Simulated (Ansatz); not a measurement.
# CH₅GaS: how energies converge with the basis set

How large a basis does CH₅GaS need? Two functionals are run in growing sets.

Computed with Ansatz 0.2.0, Gaussian basis. Level: one geometry, several basis sets.

Plan: PBE0-D4/def2-SVP; ωB97M-V/def2-SVP; PBE0-D4/def2-QZVPP; ωB97M-V/def2-QZVPP; the functionals' def2-TZVPP values are taken from earlier runs.

### 1 The geometry

An earlier PBE0-D4 in a triple-zeta def2 set relaxation fixed the geometry.

SMILES `[CH3][GaH][SH]`, 8 atoms, charge 0, spin multiplicity 1.

Atoms are counted from 1 here; the program's logs count them from 0.

Bond lengths: C1–Ga2 1.960 Å, C1–H4 1.093 Å, C1–H5 1.090 Å, C1–H6 1.093 Å, Ga2–S3 2.208 Å, Ga2–H7 1.564 Å, S3–H8 1.343 Å. Angles: Ga2–C1–H4 110.0°, Ga2–C1–H5 112.0°, Ga2–C1–H6 109.8°, H4–C1–H5 108.8°, H4–C1–H6 107.4°, H5–C1–H6 108.7°, C1–Ga2–S3 119.9°, C1–Ga2–H7 126.4°, S3–Ga2–H7 113.7°, Ga2–S3–H8 95.1°.

### 2 PBE0-D4 in def2-SVP

in.yaml

```yaml
crystal:
  periodic: [false, false, false]
  atoms:
    - {symbol: C, position_ang: [-0.822553, 0.630345, -0.510682]}
    - {symbol: Ga, position_ang: [0.973553, 0.037588, 0.003719]}
    - {symbol: S, position_ang: [1.217461, -1.725938, 1.309052]}
    - {symbol: H, position_ang: [-0.967201, 1.675385, -0.226068]}
    - {symbol: H, position_ang: [-1.600865, 0.027156, -0.042948]}
    - {symbol: H, position_ang: [-0.936332, 0.569333, -1.595989]}
    - {symbol: H, position_ang: [2.326347, 0.695612, -0.424363]}
    - {symbol: H, position_ang: [-0.098211, -1.966581, 1.431377]}
basis:
  gaussian: {orbitals: def2-SVP}
hamiltonian: {xc: pbe0, dispersion: d4}
output: {orbitals: {seedname: orbitals}}
```

After this run come: ωB97M-V in def2-SVP; PBE0-D4 in def2-QZVPP; ωB97M-V in def2-QZVPP.

**Question.** What will the summary of the whole plan be? Wanted: PBE0-D4: double and triple zeta above quadruple; ωB97M-V: double and triple zeta above quadruple.

As calculated:

| quantity | value |
| --- | --- |
| PBE0-D4: double and triple zeta above quadruple | 13.32, 1.58 eV |
| ωB97M-V: double and triple zeta above quadruple | 13.32, 1.53 eV |

**Reading.** For PBE0-D4 the step from double to triple zeta gains 11.74 eV and the next only 1.58 eV. These are total energies; as a rule much of such shifts cancels in differences, which this series doesn't test.
